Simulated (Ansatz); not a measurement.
Mn2FeSe3: single point with PBE

Mn2FeSe3:

```
Se Fe Mn
1.0
     3.52575    0.00000    0.00000
    -1.76287    3.05339    0.00000
     0.00000    0.00000    8.56452
Se Fe Mn
3 1 2
Direct
  0.00000 0.00000 0.50000
  0.66667 0.33333 0.83940
  0.33333 0.66667 0.16060
  0.00000 0.00000 0.00000
  0.66667 0.33333 0.33322
  0.33333 0.66667 0.66678
```

The cell comes from a database or a generator and needn't be the stable form of this composition.

* Program: Ansatz 0.2.0
* Task: single point
* Functional: PBE
* Potentials or basis: Ansatz PAW
* Cutoff: 420 eV (not typed: the program's choice for these potentials)
* k mesh: 7 × 7 × 3
* Occupations: fermi-dirac, width 0.05 eV
* Spin: collinear spin, program default start
* Fixed moment: 0 μB

* Pressure: -1.6 GPa
* Largest force: 0.198 eV/Å
* Net moment: 0.00 μB per cell
* Absolute moment: 0.00 μB per cell

Forces in eV/Å, atoms in the order of the input:
```
Se   0.000  0.000  0.000
Se   0.000  0.000  0.040
Se   0.000  0.000 -0.040
Fe   0.000  0.000  0.000
Mn   0.000  0.000  0.198
Mn   0.000  0.000 -0.198
```

Stress tensor (GPa, compression positive):
```
-1.79  0.00  0.00
 0.00 -1.79  0.00
 0.00  0.00 -1.23
```

Wall time 4.9 s on 2 threads of Arm Neoverse V2, on a shared host, peak memory 0.48 GiB.

Caveat: the total moment is fixed, so each spin has its own Fermi level; the thresholds are loose for stress.
